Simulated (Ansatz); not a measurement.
# C2H4Sn (SMILES C#[C][SnH3]): one structure at several levels

One table from this session's results is given with a row withheld; the runs are named, their logs left out.

Method: single points in def2-TZVPP; program: Ansatz 0.2.0, Gaussian basis.

Correlated methods freeze the cores. Filled d shells of the heavier atoms are correlated. Core potentials replace the inner electrons past krypton, and spin-orbit coupling is left out.

### Starting geometry

SMILES `C#[C][SnH3]`, 7 atoms, charge 0, spin multiplicity 1.

Atoms are counted from 1 here; the program's logs count them from 0.

Bond lengths: C1–C2 1.162 Å, C1–H4 1.037 Å, C2–Sn3 2.003 Å, Sn3–H5 1.629 Å, Sn3–H6 1.615 Å, Sn3–H7 1.600 Å. Angles: C2–C1–H4 178.8°, C1–C2–Sn3 177.3°, C2–Sn3–H5 108.6°, C2–Sn3–H6 108.1°, C2–Sn3–H7 109.7°, H5–Sn3–H6 108.4°, H5–Sn3–H7 111.7°, H6–Sn3–H7 110.3°.

Geometry (Å):

```
C    -0.8560   -1.8554    0.1744
C    -0.3900   -0.7964    0.0615
Sn    0.4968    0.9914   -0.1145
H    -1.2906   -2.7912    0.2776
H     0.1800    1.5845   -1.5980
H    -0.1533    1.9843    0.9805
H     2.0698    0.8401    0.1378
```

The first run:

Input file run/in.yaml:

```yaml
crystal:
  periodic: [false, false, false]
  atoms:
    - {symbol: C, position_ang: [-0.856000, -1.855400, 0.174400]}
    - {symbol: C, position_ang: [-0.390000, -0.796400, 0.061500]}
    - {symbol: Sn, position_ang: [0.496800, 0.991400, -0.114500]}
    - {symbol: H, position_ang: [-1.290600, -2.791200, 0.277600]}
    - {symbol: H, position_ang: [0.180000, 1.584500, -1.598000]}
    - {symbol: H, position_ang: [-0.153300, 1.984300, 0.980500]}
    - {symbol: H, position_ang: [2.069800, 0.840100, 0.137800]}
basis:
  gaussian: {orbitals: def2-TZVPP}
correlation: {method: ccsd_t}
output: {forces: true}
```

Command:

```sh
$ ansatz run in.yaml --threads 8 --pin off --events-out ev --progress --plain --max-ram 10444MiB
```

Among the steps run: CCSD(T)/def2-TZVPP; PBE0-D4/def2-TZVPP; wB97M-V/def2-TZVPP; r2SCAN-D4/def2-TZVPP; PBE-D4/def2-TZVPP; B97M-V/def2-TZVPP; wB97X-V/def2-TZVPP.

One of the session's tables, all rows but one given; the rest of the session is left out.

```
   method  RMS force component (eV/Å)  angle to CCSD(T) forces (°)  dipole (D)
  CCSD(T)                       1.663                    reference        0.16
  PBE0-D4                       1.330                          8.2        0.16
  wB97M-V                       1.243                          8.6        0.16
r2SCAN-D4                           ?                            ?           ?
   PBE-D4                       1.596                          5.6        0.15
   B97M-V                       1.354                          9.7        0.21
  wB97X-V                       1.282                          9.2        0.16
```

Q: Estimate the row for r2SCAN-D4 from the others.

**Answer.** RMS force component (eV/Å): 1.409; angle to CCSD(T) forces (°): 5.6; dipole (D): 0.15. In the column «RMS force component (eV/Å)» it lies between B97M-V (1.354) and PBE-D4 (1.596).
